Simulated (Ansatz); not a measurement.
**CH₂I₂: basis-set convergence**

Aim: see how fast density functionals converge with the basis set for CH₂I₂.

Computed with Ansatz 0.2.0, Gaussian basis. Level: one geometry, several basis sets.

Plan: PBE0-D4/def2-SVP; ωB97M-V/def2-SVP; PBE0-D4/def2-QZVPP; ωB97M-V/def2-QZVPP; the functionals' def2-TZVPP values are taken from earlier runs.

### 1 The geometry

An earlier PBE0-D4 in a triple-zeta def2 set relaxation fixed the geometry. I takes the def2 core potential; no spin-orbit term is included.

SMILES `ICI`, 5 atoms, charge 0, spin multiplicity 1.

Atoms are counted from 1 here; the program's logs count them from 0.

Bond lengths: I1–C2 2.122 Å, C2–I3 2.122 Å, C2–H4 1.084 Å, C2–H5 1.084 Å. Angles: I1–C2–I3 115.2°, I1–C2–H4 107.5°, I1–C2–H5 107.5°, I3–C2–H4 107.5°, I3–C2–H5 107.5°, H4–C2–H5 111.7°.

### 2 PBE0-D4 in def2-SVP

Contents of in.yaml:

```yaml
crystal:
  periodic: [false, false, false]
  atoms:
    - {symbol: I, position_ang: [-0.649375, -0.998628, 1.624434]}
    - {symbol: C, position_ang: [-0.133157, 0.090715, -0.122213]}
    - {symbol: I, position_ang: [1.923932, 0.044998, -0.642080]}
    - {symbol: H, position_ang: [-0.403526, 1.126427, 0.047701]}
    - {symbol: H, position_ang: [-0.687974, -0.337112, -0.949142]}
basis:
  gaussian: {orbitals: def2-SVP}
hamiltonian: {xc: pbe0, dispersion: d4}
output: {orbitals: {seedname: orbitals}}
```

Further steps of the session: ωB97M-V in def2-SVP; PBE0-D4 in def2-QZVPP; ωB97M-V in def2-QZVPP.

Q: Predict the results of all the runs planned. Wanted: PBE0-D4: double and triple zeta above quadruple; ωB97M-V: double and triple zeta above quadruple.

As calculated:

| quantity | value |
| --- | --- |
| PBE0-D4: double and triple zeta above quadruple | 1.96, 0.13 eV |
| ωB97M-V: double and triple zeta above quadruple | 2.08, 0.14 eV |

In words: PBE0-D4 gains 1.83 eV from double to triple zeta, then 0.13 eV more. Total energies overstate the basis error of differences, where much of it tends to cancel.
